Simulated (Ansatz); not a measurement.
C4H7FSi, SMILES F[SiH]1CC=CC1, a single point from an input written key by key

With the Ansatz DFT code, driven from Python.

`input.yaml`
```yaml
crystal:
  periodic: [false, false, false]
  atoms:
    - { symbol: F, position_ang: [-0.2879, 2.4961, -0.6134] }
    - { symbol: Si, position_ang: [-0.2379, 1.299, 0.45] }
    - { symbol: C, position_ang: [1.3544, 0.2756, 0.1984] }
    - { symbol: C, position_ang: [0.8716, -1.0723, -0.2935] }
    - { symbol: C, position_ang: [-0.452, -1.2623, -0.4452] }
    - { symbol: C, position_ang: [-1.3866, -0.1177, -0.1156] }
    - { symbol: H, position_ang: [-0.463, 1.7505, 1.8497] }
    - { symbol: H, position_ang: [1.8955, 0.1671, 1.1426] }
    - { symbol: H, position_ang: [2.0032, 0.7465, -0.5456] }
    - { symbol: H, position_ang: [1.5912, -1.8536, -0.5179] }
    - { symbol: H, position_ang: [-0.8581, -2.205, -0.7984] }
    - { symbol: H, position_ang: [-1.9588, 0.1781, -0.9994] }
    - { symbol: H, position_ang: [-2.0715, -0.4021, 0.6882] }
basis:
  gaussian: { orbitals: def2-SVP }
correlation:
  method: mp2
  electrons: valence
output:
  forces: true
```

The cells in order, each with its output:

```python
import ansatz as az
import numpy as np
```

```python
session = az.Session.from_deck("input.yaml")
rep = session.plan(threads=1).execute().report
```

    

```python
for key in ("converged", "free_energy_ev", "reference_energy_ev", "n_frozen", "n_occupied", "n_virtual"):
    print(f"{key:22s} {rep[key]}")
symbols = ["F", "Si", "C", "C", "C", "C", "H", "H", "H", "H", "H", "H", "H"]
parts = rep["correlation"]
for name in ("random_phase", "coupled_cluster", "perturbative"):
    if name in parts:
        print(f"{name:16s} {parts[name]['energy']['hartree']:12.7f} Ha")
if "second_order" in parts:
    pair = parts["second_order"]
    print(f"MP2 same spin {pair['same_spin']['hartree']:.7f} Ha, opposite spin {pair['opposite_spin']['hartree']:.7f} Ha")
state = rep["mean_field"]["state"]
print(f"mean field: {state['energy']['hartree']:.7f} Ha, <S^2> = {abs(state['spin_squared']):.4f}, stability: {state.get('stability', {}).get('kind')}")
```

    converged              True
    free_energy_ev         -14816.612124131272
    reference_energy_ev    -14794.380027911686
    n_frozen               10
    n_occupied             [17, 17]
    n_virtual              [96, 96]
    MP2 same spin -0.2003196 Ha, opposite spin -0.6166949 Ha
    mean field: -543.6834380 Ha, <S^2> = 0.0000, stability: minimum

```python
forces = np.array(rep["forces_ev_ang"])
print("largest force", round(float(np.linalg.norm(forces, axis=1).max()), 4), "eV/A, rms", round(float(np.sqrt((forces ** 2).mean())), 4))
charges = rep["charge_distribution"]
print("dipole moment", round(4.803205 * float(np.linalg.norm(charges["dipole_moment_e_ang"])), 3), "D")
print("Mulliken:", [(s, round(q, 3)) for s, q in zip(symbols, charges["mulliken_charges_e"])])
```

    largest force 2.1963 eV/A, rms 0.4695
    dipole moment 1.156 D
    Mulliken: [('F', -0.379), ('Si', 0.986), ('C', -0.347), ('C', -0.067), ('C', -0.067), ('C', -0.347), ('H', -0.136), ('H', 0.07), ('H', 0.077), ('H', 0.031), ('H', 0.031), ('H', 0.077), ('H', 0.07)]

The settings weren't tested for convergence. The geometry is a force-field or estimated start, not a minimum of this method, and the basis set is short of its limit. Hardware and time: 14 s on 1 thread of AMD EPYC 7R43 64-Core Processor (Zen 3), on a shared host, peak memory 0.38 GiB.

(Lines on the test bed's own set-up are left out of the output.)
